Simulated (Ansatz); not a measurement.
# In3Cu: the cost of one run

Computed with Ansatz 0.2.0 (DFT LDA, scalar-relativistic, plane waves, PAW, unless a step's input says otherwise).

16 further runs of the same task are left out: 16 set aside as unsound or not needed.

**1. The system as given**

The structure is cubic, space group Pm-3m (No. 221). The conventional cell has a = 4.331 Å, b = 4.331 Å, c = 4.331 Å, α = 90.00°, β = 90.00°, γ = 90.00°. Around In (site symmetry 4/mmm) lie 8 In at 3.06 Å and 4 Cu at 3.06 Å. Around Cu (site symmetry m-3m) lie 12 In at 3.06 Å.

Coordinates:

```
CELL_PARAMETERS angstrom
4.33110 0.00000 0.00000
0.00000 4.33110 0.00000
0.00000 0.00000 4.33110
ATOMIC_POSITIONS crystal
In 0.00000 0.50000 0.50000
In 0.50000 0.00000 0.50000
In 0.50000 0.50000 0.00000
Cu 0.00000 0.00000 0.00000
```

It goes back to an entry of the Materials Project, which need not be the stable form.

It is the result of an earlier relaxation at this level (volume 20.31 Å³/atom; gap on the mesh: none (metal)).

**2. What is varied**

The energy is mapped over volume and the cell's shape.

- volume per atom: 7 values from 18.69 to 21.94 Å³
- length along [111] over the lengths across it, relative to the cubic cell: 7 values from 0.923 to 1.083

Nothing else is relaxed (symmetry fixes all fractional coordinates). Energies count from the relaxed crystal. Points are written as (first, second).

**3. The run at (18.69 Å³, 1.000)**

The input, input.yaml:

```yaml
crystal:
  lattice:
    - [4.2123596621, 0.0, 0.0]
    - [0.0, 4.2123596621, 0.0]
    - [0.0, 0.0, 4.2123596621]
  atoms:
    - { symbol: In, position: [0.0, 0.5, 0.5] }
    - { symbol: In, position: [0.5, 0.0, 0.5] }
    - { symbol: In, position: [0.5, 0.5, 0.0] }
    - { symbol: Cu, position: [0.0, 0.0, 0.0] }
basis:
  ecutwfc: 520.0
kpoints:
  mp_grid: { grid: [10, 10, 10] }
hamiltonian:
  xc: lda
scf:
  occupations: { method: gaussian, width: 0.15 }
output:
  forces: true
  stress: true
  eigenvalues: true
```

Started as:

```sh
ansatz run input.yaml --threads 2 --pin off --max-ram 4096MiB --backend cpu --events-out ev --progress --plain --runs-dir out
```

**Question.** How long does this run take on 2 threads of Arm Neoverse N1, shared host, and how much memory does it need?

About 9.5 s, with a peak of 0.44 GiB.
